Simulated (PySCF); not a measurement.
# C6H5NO2: magnetic properties

Wanted: magnetic properties for C6H5NO2 (`C#CCC(=O)OCC#N`).

Programs: PySCF 2.14.0, with routines of our own; each step states its level. All values are computed. Atoms count from 0.

## 1. The system as given

14 atoms, charge 0, multiplicity 1; geometry from: GFN2-xTB.

## 2. Magnetic properties: GIAO CAM-B3LYP/pcSseg-1

What the job is given:

```
{"job": {"kind": "mag", "xc": "CAM-B3LYP", "basis": "pcSseg-1", "isotopologues": 0}, "charge": 0, "multiplicity": 1}
C     -2.180329     0.345003     2.560363
C     -1.980866     0.054289     1.417471
C     -1.707710    -0.275421     0.032085
C     -0.377188     0.328227    -0.371386
O     -0.226260     1.223272    -1.154679
O      0.622981    -0.270783     0.290587
C      1.946586     0.201563     0.050517
C      2.755839    -0.845627    -0.537543
N      3.381897    -1.680764    -0.999927
H     -2.378149     0.585571     3.561796
H     -1.656992    -1.361374    -0.077648
H     -2.489286     0.131106    -0.612824
H      2.380601     0.501264     1.011473
H      1.908198     1.063201    -0.632402
```

Level: GIAO CAM-B3LYP/pcSseg-1 magnetisability, rotational g tensor and spin-rotation constants, non-relativistic, gas phase.

The run is started by

```console
OMP_NUM_THREADS=1 python excited_run.py task.json out
```

The driver reads the jobs from task.json and runs them one after another.

The log of the run:

```text
coarse grid: 12856 points
cycle   1  E = -436.1864098509  dE =  1.787e+00  |g| = 1.080e+00  |ddm| = 3.642e+00
cycle   2  E = -435.8595904554  dE =  3.268e-01  |g| = 1.744e+00  |ddm| = 1.793e+00
cycle   3  E = -436.4156453679  dE = -5.561e-01  |g| = 2.099e-01  |ddm| = 1.125e+00
cycle   4  E = -436.4223311629  dE = -6.686e-03  |g| = 9.682e-02  |ddm| = 1.670e-01
cycle   5  E = -436.4239191490  dE = -1.588e-03  |g| = 1.590e-02  |ddm| = 6.291e-02
cycle   6  E = -436.4239734635  dE = -5.431e-05  |g| = 3.928e-03  |ddm| = 1.725e-02
cycle   7  E = -436.4239776668  dE = -4.203e-06  |g| = 1.166e-03  |ddm| = 4.857e-03
final grid: 127520 points
cycle   8  E = -436.5202911517  dE = -2.899e-05  |g| = 4.173e-03  |ddm| = 2.080e-02
cycle   9  E = -436.5202900584  dE =  1.093e-06  |g| = 5.022e-03  |ddm| = 5.613e-03
cycle  10  E = -436.5202945267  dE = -4.468e-06  |g| = 7.132e-04  |ddm| = 2.903e-03
cycle  11  E = -436.5202946133  dE = -8.659e-08  |g| = 2.856e-04  |ddm| = 5.350e-04
cycle  12  E = -436.5202946259  dE = -1.260e-08  |g| = 1.148e-04  |ddm| = 2.541e-04
cycle  13  E = -436.5202946286  dE = -2.736e-09  |g| = 2.506e-05  |ddm| = 8.839e-05
cycle  14  E = -436.5202946288  dE = -1.241e-10  |g| = 1.106e-05  |ddm| = 2.370e-05
converged SCF energy = -436.5202946288

Magnetisability tensor (1e-30 J/T^2)
    -1156.04       36.25       78.59
       36.25    -1144.62     -154.56
       78.59     -154.56    -1200.41
isotropic -1167.02   principal values   -1363.46  -1126.29  -1011.31
isotropic susceptibility -70.280 1e-6 cm^3/mol

Inertial axes            a          b          c
rot. const./GHz      3.5985     0.8463     0.7677
chi total           -75.658    -62.209    -72.972
chi diamagnetic    -424.890  -1438.778  -1568.878
chi paramagnetic    349.232   1376.569   1495.906
quadrupole/D A       -9.904     -0.621     10.524
g nuclear            0.5646     0.5337     0.5287
g electronic        -0.5904    -0.5473    -0.5395
g total             -0.0258    -0.0136    -0.0108

Spin-rotation constants (kHz, H = +C I.J)
atom  isotope        aa         bb         cc
  8    14N        0.333      0.198      0.128
  9     1H       -0.257     -0.054     -0.065
 10     1H       -0.346     -0.080      0.008
 11     1H       -0.237     -0.011     -0.079
 12     1H       -0.395     -0.029     -0.020
 13     1H       -0.324      0.022     -0.053
  0    13C*       0.852      0.184      0.197
  1    13C*       0.874      0.179      0.207
  2    13C*       0.532      0.138      0.128
  3    13C*       1.673      0.311      0.242
  4    17O*      -1.436     -0.521     -0.166
  5    17O*      -0.784     -0.171     -0.151
  6    13C*       0.592      0.186      0.137
  7    13C*       0.545      0.374      0.232
* in the singly substituted isotopologue
```

Wall time 76 s (1 thread of Arm Neoverse N1, shared host); peak memory 0.93 GiB.

Key values:

```csv
quantity,value
magnetisability,-1167·10⁻³⁰ J/T²
molar susceptibility,-70.3·10⁻⁶ cm³/mol
"rotational g (a, b, c)","-0.0258, -0.0136, -0.0108"
```

The fields below are evaluated on a grid from the run's orbitals.

Frontier orbitals at CAM-B3LYP/pcSseg-1, with the share of their density that lies nearest to each atom:

```csv
orbital,energy (eV),lies on
HOMO,-9.60,"C0, C1 about 32 % each; O4 17 %"
LUMO,0.61,C3 36 %; O4 22 %; O5 8 %
```

ELF in a plane through or near 6 of the atoms.

Ten even steps from '0' (0.00) to '9' (1.00):
```
0000000000000000000000000000
0000000000000000000000000000
0000000000000000000000000000
0000000000000000000037400000
0000000005620000001399960000
0000000049960000134799981000
0000000039940000256689950000
0000133237822520278157620000
0001256685277850266767520000
0001356598582640266387520000
0002356676367844583576410000
0001235541026659448543100000
0000122210002478337200000000
0000000000001333699810000000
0000000000000101699930000000
0000000000000000389700000000
0000000000000000012000000000
0000000000000000000000000000
0000000000000000000000000000
0000000000000000000000000000
```
The map spans 12.8 Å across and 9.3 Å up, centred on the molecule. Atoms in the plane (x, y in Å): C0 (2.9, 1.2), C1 (2.2, 0.2), C2 (1.4, -1.0), O5 (-0.6, 0.2), H9 (3.5, 2.0), H11 (1.9, -1.8).

log10 of the density (e/Å³) in the same plane.

Ten even steps from ' ' (-4.0) to '@' (1.5):
```
                                                        
                                                        
                                    ....::::....        
              ....::::....      ..::::----==--::..      
            ..::--------::..  ..::----==++++==--::      
        ..::::--==++++==--::::::--==++**####**==--..    
      ..::--====++****++====----==++**######**==--..    
    ..::--==++++********++++======++####@@##++==--..    
    ::--==++****############**++++**######**++==::..    
    ::--==++**##########@@%%**++**##@@####**==--::..    
    ::--==++**********##%%%%##****######**++==--::      
    ::--==++++++++++++****############**++==--::..      
    ..::--========--====++****######**++==--::..        
      ..::::------::--====++++****####++==--..          
        ............::----====++++****++==::            
                      ..::::----========::..            
                        ......::::----::..              
                              ..........                
                                                        
                                                        
```
The map spans 12.8 Å across and 9.3 Å up, centred on the molecule. Atoms in the plane (x, y in Å): C0 (2.9, 1.2), C1 (2.2, 0.2), C2 (1.4, -1.0), O5 (-0.6, 0.2), H9 (3.5, 2.0), H11 (1.9, -1.8).

On the surface of density 0.002 e/bohr³ the electrostatic potential runs, from the 1st to the 99th percentile, from -1.54 V near N8 to 1.66 V near H12.

## 3. Magnetic properties: GIAO wB97X-D/pcSseg-1

Settings changed since step 2:

```diff
@@ -1,2 +1,2 @@
-{"job": {"kind": "mag", "xc": "CAM-B3LYP", "basis": "pcSseg-1", "isotopologues": 0}, "charge": 0, "multiplicity": 1}
+{"job": {"kind": "mag", "xc": "wB97X-D", "basis": "pcSseg-1"}, "charge": 0, "multiplicity": 1}
 C     -2.180329     0.345003     2.560363
```

With the program's defaults for keys left out, this is: GIAO wB97X-D/pcSseg-1 magnetisability, rotational g tensor and spin-rotation constants, non-relativistic, gas phase.

The log of the run:

```text
coarse grid: 12856 points
cycle   1  E = -436.2265560825  dE =  1.841e+00  |g| = 1.097e+00  |ddm| = 3.634e+00
cycle   2  E = -435.9936539864  dE =  2.329e-01  |g| = 1.616e+00  |ddm| = 1.670e+00
cycle   3  E = -436.4710430318  dE = -4.774e-01  |g| = 1.772e-01  |ddm| = 1.003e+00
cycle   4  E = -436.4757165726  dE = -4.674e-03  |g| = 8.660e-02  |ddm| = 1.426e-01
cycle   5  E = -436.4770115517  dE = -1.295e-03  |g| = 1.456e-02  |ddm| = 5.762e-02
cycle   6  E = -436.4770588299  dE = -4.728e-05  |g| = 4.277e-03  |ddm| = 1.646e-02
cycle   7  E = -436.4770630267  dE = -4.197e-06  |g| = 2.371e-03  |ddm| = 5.651e-03
final grid: 127520 points
cycle   8  E = -436.5553275695  dE = -1.627e-04  |g| = 5.433e-03  |ddm| = 5.689e-02
cycle   9  E = -436.5553279704  dE = -4.009e-07  |g| = 5.972e-03  |ddm| = 8.168e-03
cycle  10  E = -436.5553338199  dE = -5.849e-06  |g| = 1.112e-03  |ddm| = 3.504e-03
cycle  11  E = -436.5553340228  dE = -2.030e-07  |g| = 5.046e-04  |ddm| = 1.193e-03
cycle  12  E = -436.5553340743  dE = -5.152e-08  |g| = 1.417e-04  |ddm| = 3.755e-04
cycle  13  E = -436.5553340781  dE = -3.785e-09  |g| = 3.643e-05  |ddm| = 1.268e-04
cycle  14  E = -436.5553340786  dE = -4.211e-10  |g| = 1.717e-05  |ddm| = 5.821e-05
converged SCF energy = -436.5553340786

Magnetisability tensor (1e-30 J/T^2)
    -1151.50       36.88       78.68
       36.88    -1142.45     -154.11
       78.68     -154.11    -1196.50
isotropic -1163.48   principal values   -1359.99  -1121.60  -1008.86
isotropic susceptibility -70.067 1e-6 cm^3/mol

Inertial axes            a          b          c
rot. const./GHz      3.5985     0.8463     0.7677
chi total           -75.411    -62.027    -72.762
chi diamagnetic    -424.200  -1438.118  -1568.260
chi paramagnetic    348.789   1376.091   1495.499
quadrupole/D A       -9.962     -0.628     10.590
g nuclear            0.5646     0.5337     0.5287
g electronic        -0.5897    -0.5471    -0.5394
g total             -0.0250    -0.0134    -0.0107

Spin-rotation constants (kHz, H = +C I.J)
atom  isotope        aa         bb         cc
  8    14N        0.330      0.196      0.127
  9     1H       -0.255     -0.054     -0.064
 10     1H       -0.345     -0.080      0.008
 11     1H       -0.236     -0.011     -0.079
 12     1H       -0.394     -0.029     -0.020
 13     1H       -0.324      0.022     -0.053
  0    13C*       0.841      0.181      0.195
  1    13C*       0.857      0.175      0.203
  2    13C*       0.522      0.135      0.126
  3    13C*       1.642      0.304      0.238
  4    17O*      -1.424     -0.514     -0.164
  5    17O*      -0.785     -0.170     -0.151
  6    13C*       0.584      0.183      0.135
  7    13C*       0.539      0.370      0.229
* in the singly substituted isotopologue
```

Wall time 63 s (1 thread of Arm Neoverse N1, shared host); peak memory 0.87 GiB.

In short:

```csv
quantity,value
magnetisability,-1163·10⁻³⁰ J/T²
molar susceptibility,-70.1·10⁻⁶ cm³/mol
"rotational g (a, b, c)","-0.0250, -0.0134, -0.0107"
```

## 4. The levels compared

```csv
level,ξ (10⁻³⁰ J/T²),g(a),g(b),gap (eV),functions,time
GIAO CAM-B3LYP/pcSseg-1,-1167,-0.0258,-0.0136,10.21,178,76 s
GIAO wB97X-D/pcSseg-1,-1163,-0.0250,-0.0134,11.36,178,63 s
```

## 5. Outcome

```
                                                quantity                      value
       magnetisability (step 2, GIAO CAM-B3LYP/pcSseg-1)           -1167·10⁻³⁰ J/T²
  molar susceptibility (step 2, GIAO CAM-B3LYP/pcSseg-1)         -70.3·10⁻⁶ cm³/mol
rotational g (a, b, c) (step 2, GIAO CAM-B3LYP/pcSseg-1)  -0.0258, -0.0136, -0.0108
                   surface potential, 1st and 99th percentile         -1.54 V and 1.66 V
                         magnetisability over the levels  -1167 to -1163·10⁻³⁰ J/T²
```

What this shows: The magnetisability spreads by 0.3 % over 2 levels of like cost. Two levels can agree by chance, so this spread shows no convergence. Vibrational averaging and real surroundings are missing from these values.
